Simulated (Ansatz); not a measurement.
# NaBe: the cost of one run

Computed with Ansatz 0.2.0 (DFT PBE, scalar-relativistic, plane waves, PAW, unless a step's input says otherwise).

### 1 The structure to begin with

Symmetry: P4/mmm, No. 123, tetragonal system. Conventional cell: a = 2.827 Å, b = 2.827 Å, c = 3.706 Å, α = 90.00°, β = 90.00°, γ = 90.00°. Na (site symmetry 4/mmm) is surrounded by 8 Be at 2.73 Å and 4 Na at 2.83 Å. Be (site symmetry 4/mmm) is surrounded by 8 Na at 2.73 Å and 4 Be at 2.83 Å.

As a file:

```cif
data_structure
_symmetry_space_group_name_H-M 'P 1'
_symmetry_Int_Tables_number 1
_cell_length_a 2.8271
_cell_length_b 2.8271
_cell_length_c 3.7055
_cell_angle_alpha 90.000
_cell_angle_beta 90.000
_cell_angle_gamma 90.000
_cell_volume 29.62
loop_
_atom_site_label
_atom_site_type_symbol
_atom_site_fract_x
_atom_site_fract_y
_atom_site_fract_z
_atom_site_occupancy
Na1 Na 0.50000 0.50000 0.50000 1
Be1 Be 0.00000 0.00000 0.00000 1
```

(A quick probe on a coarse mesh, which set the mesh and smearing, is not shown.)

### 3 Coarse relaxation

Contents of input.yaml:

```yaml
crystal:
  lattice:
    - [2.8270964935, 0.0, 0.0]
    - [0.0, 2.8270964935, 0.0]
    - [0.0, 0.0, 3.7055157611]
  atoms:
    - { symbol: Na, position: [0.5, 0.5, 0.5] }
    - { symbol: Be, position: [0.0, 0.0, 0.0] }
basis:
  ecutwfc: 420
kpoints:
  mp_grid: { grid: [6, 6, 6] }
hamiltonian:
  xc: pbe
scf:
  occupations: { method: gaussian, width: 0.1 }
  lower_state_search: "off"
output:
  forces: true
  stress: true
  eigenvalues: true
relax:
  adjacent_minimum: "off"
  f_tol: 0.04
  max_steps: 70
  cell: { stress_tol: 0.4 }
```

On the command line:

```sh
ansatz run input.yaml --threads 1 --pin off --max-ram 2560MiB --backend cpu --events-out ev --progress --plain --runs-dir out
```

What time and memory should one allow on 1 thread of Arm Neoverse V1, shared host?

About 14 s, with a peak of 0.28 GiB.
